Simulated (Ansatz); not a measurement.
# AlBH₆OSSi: up Jacob's ladder to CCSD(T)

Aim: compute AlBH₆OSSi with functionals from several rungs and with coupled cluster. The yardstick is the atomisation energy at the CCSD(T) limit.

Method: functionals in def2-TZVPP, the program's frozen cores in correlated methods; program: Ansatz 0.2.0, Gaussian basis.

Levels to be run: LDA (SPW92), PBE-D4, revPBE-D4, BLYP-D4, r2SCAN-D4, B97M-V, PBE0-D4, B3LYP-D4, r2SCANh-D4, r2SCAN0-D4, HSE06-D4, BHLYP-D4, CAM-B3LYP-D4, LC-ωPBE, ωB97X-V, ωB97M-V, B2PLYP, PBE-QIDH; CCSD(T)/def2-SVP; CCSD(T)/def2-TZVPP; MP2/def2-QZVPP; extrapolation to the limit; RPA on PBE.

### Step 1. The geometry

All runs share one geometry, relaxed beforehand with PBE0-D4 in a triple-zeta def2 set.

11 atoms, charge 0, spin multiplicity 1.

Atoms are counted from 1 here; the program's logs count them from 0.

Bond lengths: B1–Si2 1.935 Å, B1–S3 2.072 Å, B1–H6 1.198 Å, B1–H7 1.196 Å, Si2–S3 2.293 Å, Si2–O4 1.617 Å, Si2–H8 1.483 Å, S3–H9 1.344 Å, O4–Al5 1.692 Å, Al5–H10 1.575 Å, Al5–H11 1.580 Å. Angles: Si2–B1–S3 69.7°, Si2–B1–H6 115.1°, Si2–B1–H7 121.5°, S3–B1–H6 105.1°, S3–B1–H7 110.2°, H6–B1–H7 120.4°, B1–Si2–S3 58.0°, B1–Si2–O4 126.2°, B1–Si2–H8 125.0°, S3–Si2–O4 111.7°, S3–Si2–H8 104.8°, O4–Si2–H8 108.8°, B1–S3–Si2 52.3°, B1–S3–H9 97.4°, Si2–S3–H9 92.3°, Si2–O4–Al5 158.4°, O4–Al5–H10 117.6°, O4–Al5–H11 116.9° and more.

Coordinates:

| atom | x (Å) | y (Å) | z (Å) |
| --- | --- | --- | --- |
| B1 | -0.1899 | 1.1701 | 1.6502 |
| Si2 | -1.0706 | 0.2804 | 0.1753 |
| S3 | -0.1270 | -0.8849 | 1.9100 |
| O4 | -0.3990 | -0.1097 | -1.2429 |
| Al5 | 0.7802 | -0.6515 | -2.3290 |
| H6 | -0.9202 | 1.5707 | 2.5112 |
| H7 | 0.9178 | 1.6071 | 1.5438 |
| H8 | -2.4917 | -0.1441 | 0.1636 |
| H9 | 1.0007 | -1.1123 | 1.2142 |
| H10 | 0.6174 | -0.2493 | -3.8428 |
| H11 | 1.9475 | -1.5337 | -1.7333 |

### Step 2. LDA

This LDA is Slater exchange with PW92 correlation.

in.yaml

```yaml
crystal:
  periodic: [false, false, false]
  atoms:
    - {symbol: B, position_ang: [-0.189937, 1.170127, 1.650248]}
    - {symbol: Si, position_ang: [-1.070598, 0.280392, 0.175335]}
    - {symbol: S, position_ang: [-0.126986, -0.884903, 1.909989]}
    - {symbol: O, position_ang: [-0.398963, -0.109658, -1.242852]}
    - {symbol: Al, position_ang: [0.780235, -0.651541, -2.329004]}
    - {symbol: H, position_ang: [-0.920179, 1.570677, 2.511233]}
    - {symbol: H, position_ang: [0.917846, 1.607149, 1.543819]}
    - {symbol: H, position_ang: [-2.491655, -0.144069, 0.163631]}
    - {symbol: H, position_ang: [1.000651, -1.112293, 1.214194]}
    - {symbol: H, position_ang: [0.617392, -0.249259, -3.842780]}
    - {symbol: H, position_ang: [1.947492, -1.533723, -1.733313]}
basis:
  gaussian: {orbitals: def2-TZVPP}
hamiltonian: {xc: lda}
output: {orbitals: {seedname: orbitals}}
```

On the command line:

```bash
$ ansatz run in.yaml --threads 4 --pin off --events-out ev --progress --plain --max-ram 10444MiB
```

The runs that follow: PBE-D4 (GGA); revPBE-D4 (GGA); BLYP-D4 (GGA); r2SCAN-D4 (meta-GGA); B97M-V (meta-GGA); PBE0-D4 (hybrid); B3LYP-D4 (hybrid); r2SCANh-D4 (hybrid); r2SCAN0-D4 (hybrid); HSE06-D4 (hybrid); BHLYP-D4 (hybrid); CAM-B3LYP-D4 (range-separated); LC-ωPBE (range-separated); ωB97X-V (range-separated); ωB97M-V (range-separated); B2PLYP (double hybrid); PBE-QIDH (double hybrid); CCSD(T) in def2-SVP; CCSD(T) in def2-TZVPP; MP2 in def2-QZVPP; RPA on PBE orbitals.

Q: Predict the results of all the runs planned. Wanted: atomisation energy, CCSD(T)/CBS; farthest beyond LDA; mean size of error, GGA; mean size of error, meta-GGA; mean size of error, hybrid; mean size of error, range-separated; mean size of error, double hybrid; gap, smallest and largest; T1 diagnostic.

**Answer**, as computed:

| quantity | value |
| --- | --- |
| atomisation energy, CCSD(T)/CBS | 856.2 kcal/mol |
| functionals within 4.3 kcal/mol (0.5 %) | PBE-D4, B3LYP-D4, r2SCANh-D4, CAM-B3LYP-D4 |
| farthest beyond LDA | BHLYP-D4 (-20.5 kcal/mol) |
| mean size of error, GGA | 8.4 kcal/mol |
| mean size of error, meta-GGA | 10.4 kcal/mol |
| mean size of error, hybrid | 7.3 kcal/mol |
| mean size of error, range-separated | 4.8 kcal/mol |
| mean size of error, double hybrid | 10.8 kcal/mol |
| gap, smallest and largest | 3.55 eV (LDA (SPW92)), 10.05 eV (LC-ωPBE) |
| T1 diagnostic | 0.0131 |
| triples share of the correlation energy | 4.0 % |

The LDA atomisation energy is off by 108.9 kcal/mol (13 %): it overbinds. PBE-D4 is off by +3.4 kcal/mol. Double hybrids carry the basis error of their MP2 part in triple zeta, and no dispersion term here, so their miss is partly the set-up's. By mean error the best rung here is range-separated (4.8 kcal/mol) and the worst beyond LDA is double hybrid (10.8 kcal/mol). The reference freezes the cores and leaves out relativity and excitations past (T), so misses under about 4.3 kcal/mol can't be ranked. Hartree-Fock recovers 74 % of the binding; the rest is correlation. CCSD(T) in def2-SVP is off by -60.4 kcal/mol, which most functionals beat. The gap grows from 3.6 to 10.1 eV across the functionals, mostly with the share of exact exchange.
